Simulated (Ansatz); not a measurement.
# NiMoIrPdW (P3m1) in Ansatz: notebook

Aim: see how the results for NiMoIrPdW move with the level of theory and the settings. Levels: PBE, r2SCAN. Tasks: band structure, projected density of states, electric field gradients.

Program: Ansatz 0.2.0. These are calculated values, not measurements. Logs are shortened: lines on timing, memory, paths and dates and some standing lists are left out, and cuts for length are marked.

## 1. The structure

It takes space group P3m1 (No. 156, trigonal). The conventional cell has a = 4.117 Å, b = 4.117 Å, c = 5.446 Å, α = 90.00°, β = 90.00°, γ = 120.00°. Around Ni (site symmetry 3m) lie 3 Mo at 2.38 Å and 3 Ir at 2.69 Å. Around Mo (site symmetry 3m) lie 3 Ni at 2.38 Å and 3 Ir at 2.70 Å and 2 Pd at 2.72 to 2.73 Å. Around Pd (site symmetry 3m) lie 3 W at 2.68 Å and 2 Mo at 2.72 to 2.73 Å and 3 Ir at 2.77 Å. Ir (site symmetry 3m) is surrounded by 2 W at 2.66 to 2.78 Å and 3 Ni at 2.69 Å and 3 Mo at 2.70 Å and 3 Pd at 2.77 Å. W (site symmetry 3m) is surrounded by 2 Ir at 2.66 to 2.78 Å and 3 Pd at 2.68 Å and 3 Mo at 2.81 Å and 3 Ni at 2.82 Å.

The cell was built by a generator and needn't be a form met in nature.

## 2. Band structure, PBE, collinear spin, ferromagnetic start

input.yaml

```yaml
crystal:
  lattice:
    - [4.11705, 0.0, 0.0]
    - [-2.05853, 3.56547, 0.0]
    - [0.0, 0.0, 5.4458]
  atoms:
    - { symbol: Ni, position: [0.0, 0.0, 0.95775], spin: 1.0 }
    - { symbol: Mo, position: [0.66667, 0.33333, 0.96161], spin: 1.0 }
    - { symbol: Pd, position: [0.66667, 0.33333, 0.46295] }
    - { symbol: Ir, position: [0.33333, 0.66667, 0.72572], spin: 0.6 }
    - { symbol: W, position: [0.33333, 0.66667, 0.23642] }
hamiltonian:
  xc: pbe
  pseudopotentials: { kind: paw }
magnetization:
  spin_polarized: true
kpoints:
  mp_grid: { grid: [8, 8, 5] }
  band_path:
    path:
      - [[0.0, 0.0, 0.0], [0.5, 0.0, 0.0], [0.3333333333, 0.3333333333, 0.0], [0.0, 0.0, 0.0], [0.0, 0.0, 0.5], [0.5, 0.0, 0.5], [0.3333333333, 0.3333333333, 0.5], [0.0, 0.0, 0.5]]
      - [[0.5, 0.0, 0.5], [0.5, 0.0, 0.0]]
      - [[0.3333333333, 0.3333333333, 0.0], [0.3333333333, 0.3333333333, 0.5]]
    npoints: 14
scf:
  occupations: { method: fermi_dirac, width: 0.05 }
  n_extra_bands: 12
output:
  forces: true
  stress: true
  eigenvalues: true
  fatbands: false
```

Potentials or basis: Ansatz PAW.

The run is started by

```console
$ ansatz run input.yaml --threads 8 --pin off --max-ram 20480MiB --backend cpu --events-out ev --progress --plain --runs-dir out
```

The program printed:

```text
Warning: the atoms were moved onto the symmetric positions of the space group found under crystal.symmetry.tolerance 1.0e-5 (fractional; no operation is sought that the atoms, as they stand in a round, miss by more than twice it, and no atom is moved by as much as it), and the run uses the moved positions. Before a round's move an operation carried an atom to 4.12e-5 Å from where it should land, the largest such distance. Atom 1 (counting from 0) moved farthest, by 2.38e-5 Å; the longest move in fractions of the cell, of whichever atom, is 0.47 of the tolerance, in 1 round. To run the atoms as typed, lower crystal.symmetry.tolerance until the operations that they miss are no longer found, or set crystal.symmetry.detect: false (a key that needs symmetry detection or time reversal refuses this as the deck is read). The positions used, in the order of the run's atom list: position: [0.0, 0.0, 0.95775]; position: [0.6666666666666666, 0.3333333333333333, 0.96161]; position: [0.6666666666666666, 0.3333333333333333, 0.46295]; position: [0.3333333333333333, 0.6666666666666666, 0.72572]; position: [0.3333333333333333, 0.6666666666666666, 0.23642]; The lattice was moved too: crystal.lattice keeps the space group found at crystal.symmetry.tolerance 1.0e-5 only nearly: the operation that it misses by the most changes a squared length by the fraction 2.80e-6. The run uses the lattice that is a stretch of the typed one, with no rotation, onto the one that keeps every operation to a double's rounding (on a very oblique basis the stretch itself rounds by more); the deck's lattice vector that moved farthest moved by 2.89e-6 Å. To run the lattice as typed, set crystal.symmetry.tolerance under 1.34e-6, the least fraction by which an operation that the lattice misses changes a squared length (the same key also sets how far an atom may lie from its image, so lowering it can lose operations that the atoms keep only within it), or set crystal.symmetry.detect: false, as for the atoms. crystal.lattice made exact, in Å and degrees: [[4.117050064288548, 2.8867513460320246e-6, 0.0], [-2.0585275321442738, 3.565468500950565, 0.0], [0.0, 0.0, 5.4458]]. Pasted over the deck's crystal.lattice, beside positions in fractional coordinates, it runs the same cell (given as lengths and angles, that cell in the form's own orientation, a rigid turn of the misfit's size from the one run here, for which a checkpoint.post_process_only pass over this run's state can be refused: where this run relaxes nothing, give such a pass this deck's own crystal.lattice, as typed; behind a relaxation, as crystal.lattice, the state's own cell, identity.cell in its checkpoint.json), and a matrix so pasted ends this notice, except on a very skew basis of the lattice, where the rounding of the pasted numbers themselves can read as a misfit: the cell is then moved again, and that move is told again. The lattice as run is in this notice's lattice.as_run_ang field (Run.prep()["deck_notices"] in Python, the deck_notice line of an events file, deck_notices of ansatz run --dry-run=json, or deck_notices in record.json in the deck's checkpoint.write directory).
Warning: RAYON_NUM_THREADS=8 ignored (pool sized by the plan → 8); use --threads N
scf.n_extra_bands = 12 over 41 filled bands (N_el = 81.0): the run solves 53 bands
Engine: ansatz 0.2.0, x86_64-unknown-linux-gnu
Pseudopotentials: kind: paw
Pseudopotential: Ni, paw, valence charge 18, recommended cutoff 420 eV (normal), Ni.paw.azcp
Pseudopotential: Mo, paw, valence charge 14, recommended cutoff 420 eV (normal), Mo.paw.azcp
Pseudopotential: Pd, paw, valence charge 18, recommended cutoff 420 eV (normal), Pd.paw.azcp
Pseudopotential: Ir, paw, valence charge 17, recommended cutoff 420 eV (normal), Ir.paw.azcp
Pseudopotential: W, paw, valence charge 14, recommended cutoff 420 eV (normal), W.paw.azcp
Functional definition: PBE
  parameter kappa = 0.804
  parameter beta = 0.06672455060314922
  exchange = pbe_x(kappa = kappa, mu = beta*pi^2/3)
  correlation = pbe_c(beta = beta)
Crystal: 5 atoms, lattice volume = 79.940 Å³
[... 67 lines left out ...]
  E_closure    = 0.000000  (closes the sum)
  Σ components = -40087.522012   (vs F -40087.522012, Δ=0.00e0)
--- Forces (eV/Å), atoms counted from 1 ---
  atom   1  Ni    -0.00000000    -0.00000000    -0.01169534
  atom   2  Mo     0.00000000     0.00000000     0.04282207
  atom   3  Pd     0.00000000     0.00000000     0.00681704
  atom   4  Ir    -0.00000000    -0.00000000    -0.00488288
  atom   5  W      0.00000000     0.00000000    -0.03303211
  max |Σ_I F_I| component: 2.88e-5 eV/Å
--- Stress (GPa, compression-positive) ---
       -0.001373      -0.000000       0.000000
       -0.000000      -0.001373       0.000000
        0.000000       0.000000      -0.037888
  P = ⅓ Tr σ = -0.0135 GPa (-0.135 kbar)
--- Band table (eV; the first three rows and the last of 80) ---
  k-point 0 ↑: bands = ["-84.7173", "-73.2421", "-66.2056", "-55.2883", "-45.2306", "-45.2306", "-44.8922", "-42.1070", "-31.9269", "-31.9197", "-31.9197", "-30.2225", "-30.0803", "-30.0803", "-19.5518", "-19.4757", "-19.4757", "-16.2575", "-16.2575", "-16.1631", "10.5596", "13.2942", "13.6962", "13.6962", "13.8606", "13.8606", "14.9780", "15.3661", "15.3958", "15.3958", "16.1246", "16.1246", "16.3368", "16.5869", "16.5869", "17.1118", "17.1118", "17.8476", "18.0567", "18.0567", "19.6471", "19.6471", "20.6345", "20.6345", "21.8439", "21.8439", "22.8020", "24.0485", "27.1952", "27.3131", "27.3131", "28.4772", "29.4001"]
  k-point 1 ↑: bands = ["-84.7173", "-73.2421", "-66.2056", "-55.2884", "-45.2306", "-45.2306", "-44.8922", "-42.1071", "-31.9261", "-31.9197", "-31.9197", "-30.2208", "-30.0803", "-30.0803", "-19.5578", "-19.4759", "-19.4759", "-16.2575", "-16.2575", "-16.1669", "10.8348", "13.5743", "13.7851", "13.7851", "14.0511", "14.0511", "14.2309", "15.1909", "15.1909", "15.5154", "15.8096", "15.8096", "16.5937", "16.7023", "16.7023", "17.2265", "17.2265", "17.9307", "18.1152", "18.1152", "19.3228", "19.3228", "20.8589", "20.8589", "21.6202", "21.7414", "21.7414", "24.4186", "27.3112", "27.6594", "27.6594", "28.0601", "29.5016"]
  k-point 2 ↑: bands = ["-84.7173", "-73.2421", "-66.2056", "-55.2884", "-45.2306", "-45.2306", "-44.8922", "-42.1074", "-31.9249", "-31.9197", "-31.9197", "-30.2180", "-30.0803", "-30.0803", "-19.5675", "-19.4761", "-19.4761", "-16.2575", "-16.2575", "-16.1730", "11.5146", "13.1047", "14.0647", "14.0647", "14.3469", "14.4262", "14.4262", "14.8409", "14.8409", "15.2353", "15.2581", "15.2581", "16.7573", "16.7573", "17.1115", "17.3550", "17.3550", "17.9703", "18.3684", "18.3684", "18.8302", "18.8302", "20.0540", "21.0810", "21.0810", "21.5797", "21.5797", "24.8831", "27.2092", "27.9318", "28.4020", "28.4020", "29.3055"]
  k-point 39 ↓: bands = ["-84.7173", "-73.2421", "-66.2056", "-55.2883", "-45.2371", "-45.2309", "-44.8923", "-42.0986", "-31.9270", "-31.9226", "-31.9209", "-30.2176", "-30.0820", "-30.0804", "-19.5719", "-19.4899", "-19.4852", "-16.2654", "-16.2565", "-16.1610", "13.4486", "13.9211", "14.0790", "14.5198", "14.7326", "14.8658", "14.9834", "15.1259", "15.2481", "15.3860", "15.6642", "16.1156", "16.4135", "16.5477", "16.7580", "16.9363", "17.0291", "17.3226", "17.7509", "18.1217", "18.3497", "18.7578", "19.4874", "19.9229", "20.6608", "21.0185", "21.4348", "21.6521", "22.5204", "23.0516", "24.7970", "29.6388", "30.1055"]
```

bands.tsv:

```text
[... 151 lines left out ...]
```

Run time: 7 s. Hardware: 8 threads of Intel Xeon 6975P-C (Granite Rapids), shared host; peak memory 1 GiB.

What came out:

```
Free energy            : -40087.5220 eV
Pressure               : 0.0 GPa
Largest force          : 0.043 eV/Å
Band gap on the k mesh : none (metal or under the smearing width)
Net moment             : 0.00 μB per cell
Absolute moment        : 0.00 μB per cell
```

Forces on the atoms (eV/Å):
```
Ni   0.000  0.000 -0.012
Mo   0.000  0.000  0.043
Pd   0.000  0.000  0.007
Ir   0.000  0.000 -0.005
W    0.000  0.000 -0.033
```

Levels at the corners of the path, in eV from the Fermi level:
Spin up:
| point | band 36 | band 37 | band 38 | band 39 | band 40 | band 41 | band 42 | band 43 | band 44 | band 45 |
| --- | --- | --- | --- | --- | --- | --- | --- | --- | --- | --- |
| Γ | -1.71 | -1.71 | -0.98 | -0.77 | -0.77 | 0.82 | 0.82 | 1.81 | 1.81 | 3.02 |
| M | -1.59 | -1.44 | -1.05 | -0.52 | -0.27 | 0.96 | 1.18 | 1.28 | 1.61 | 1.91 |
| K | -1.70 | -1.55 | -1.45 | -1.28 | 0.28 | 0.33 | 0.45 | 1.09 | 1.41 | 1.98 |
| Γ | -1.71 | -1.71 | -0.98 | -0.77 | -0.77 | 0.82 | 0.82 | 1.81 | 1.81 | 3.02 |
| A | -1.46 | -1.46 | -0.84 | -0.32 | -0.32 | -0.16 | -0.16 | 0.93 | 2.28 | 2.28 |
| L | -1.85 | -1.70 | -1.64 | -0.92 | -0.89 | -0.34 | 0.02 | 0.37 | 1.11 | 1.43 |
| H | -1.98 | -1.92 | -1.73 | -1.09 | -0.93 | -0.55 | -0.27 | 0.70 | 1.18 | 1.79 |
| A | -1.46 | -1.46 | -0.84 | -0.32 | -0.32 | -0.16 | -0.16 | 0.93 | 2.28 | 2.28 |
| L | -1.85 | -1.70 | -1.64 | -0.92 | -0.89 | -0.34 | 0.02 | 0.37 | 1.11 | 1.43 |
| M | -1.59 | -1.44 | -1.05 | -0.52 | -0.27 | 0.96 | 1.18 | 1.28 | 1.61 | 1.91 |
| K | -1.70 | -1.55 | -1.45 | -1.28 | 0.28 | 0.33 | 0.45 | 1.09 | 1.41 | 1.98 |
| H | -1.98 | -1.92 | -1.73 | -1.09 | -0.93 | -0.55 | -0.27 | 0.70 | 1.18 | 1.79 |
Spin down:
```csv
point,band 36,band 37,band 38,band 39,band 40,band 41,band 42,band 43,band 44,band 45
Γ,-1.71,-1.71,-0.98,-0.77,-0.77,0.82,0.82,1.81,1.81,3.02
M,-1.59,-1.44,-1.05,-0.52,-0.27,0.96,1.18,1.28,1.61,1.91
K,-1.70,-1.55,-1.45,-1.28,0.28,0.33,0.45,1.09,1.41,1.98
Γ,-1.71,-1.71,-0.98,-0.77,-0.77,0.82,0.82,1.81,1.81,3.02
A,-1.46,-1.46,-0.84,-0.32,-0.32,-0.16,-0.16,0.93,2.28,2.28
L,-1.85,-1.70,-1.64,-0.92,-0.89,-0.34,0.02,0.37,1.11,1.43
H,-1.98,-1.92,-1.73,-1.09,-0.93,-0.55,-0.27,0.70,1.18,1.79
A,-1.46,-1.46,-0.84,-0.32,-0.32,-0.16,-0.16,0.93,2.28,2.28
L,-1.85,-1.70,-1.64,-0.92,-0.89,-0.34,0.02,0.37,1.11,1.43
M,-1.59,-1.44,-1.05,-0.52,-0.27,0.96,1.18,1.28,1.61,1.91
K,-1.70,-1.55,-1.45,-1.28,0.28,0.33,0.45,1.09,1.41,1.98
H,-1.98,-1.92,-1.73,-1.09,-0.93,-0.55,-0.27,0.70,1.18,1.79
```

Caveat: spin-orbit coupling is left out, which moves the levels of the heavy elements; the starting moments weren't kept.

[end of part 1 of 3]
